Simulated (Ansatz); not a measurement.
The first iterations of a band of a periodic cell of 15 atoms, Zn₆GaO₈ (host ZnO, host structure P6_3mc, dopant Ga, one Zn atom removed), cell charge +1.

Computed with DFT PBE, scalar-relativistic, plane waves, PAW (Ansatz). Settings: PAW set soft_1, cutoff 420 eV, k mesh 2x2x2, fermi-dirac smearing 0.05 eV, no spin polarisation.

```yaml
movable_images: 7
climbing_image: yes
spring: 5.0 eV/Å²
optimiser: quadratic models (default)
start_path: IDPP
force_threshold: 0.05 eV/Å
iteration_limit: 22
end_points: relaxed
```

Initial state:

```xyz
15
Lattice="-3.2049 -5.5511 0.0000 4.8073 -2.7755 0.0000 0.0000 0.0000 5.1216" Properties=species:S:1:pos:R:3
Zn 0.004 -3.687 -0.006
Zn 1.631 -4.622 2.579
O 0.017 -3.619 1.980
O 1.621 -4.610 4.556
Zn 3.253 -3.643 -0.025
Ga 0.046 -1.816 2.580
O 3.291 -3.720 1.964
O -0.067 -1.893 4.432
Zn 3.159 -1.791 2.558
O 1.551 -0.945 1.984
O 3.296 -1.862 4.468
Zn 1.609 -6.500 -0.012
Zn -1.611 -4.675 2.573
O 1.605 -6.461 1.940
O -1.588 -4.508 4.485
```

Final state:

```xyz
15
Lattice="-3.2049 -5.5511 0.0000 4.8073 -2.7755 0.0000 0.0000 0.0000 5.1216" Properties=species:S:1:pos:R:3
Zn 0.020 -3.635 0.023
Zn 1.609 -4.587 2.561
O -0.001 -3.802 1.935
O 1.612 -4.626 4.513
Zn 3.263 -3.745 0.009
Ga 1.569 -0.944 0.024
O 3.127 -3.673 1.919
O 0.063 -1.815 4.550
Zn 3.169 -1.892 2.544
O 1.684 -0.866 1.875
O 3.131 -1.817 4.533
Zn 1.586 -6.466 0.028
Zn -1.593 -4.624 2.563
O 1.597 -6.477 2.006
O -1.607 -4.691 4.548
```

| iteration | highest image above the first end (eV) | largest band force component (eV/Å) |
| --- | --- | --- |
| 1 | 4.158 | 6.604 |
| 2 | 2.516 | 3.426 |
| 3 | 2.413 | 4.057 |

Question: Does the band converge within its limit, and where does its top end?

Answer: It converged. It ended after 9 iterations with the highest image 1.929 eV above the first end. The profile has 2 maxima (images 1, 5) with wells between them (image 2): this band takes more than one step, which may be the mechanism or a detour left from its start path. The order of the stationary point at the top wasn't checked. Limits of this set-up: coarse k mesh, charged cell in a uniform background, uncorrected.

The run took 12 min on 1 thread of Arm Neoverse V1, on a shared host, peak memory 0.79 GiB.
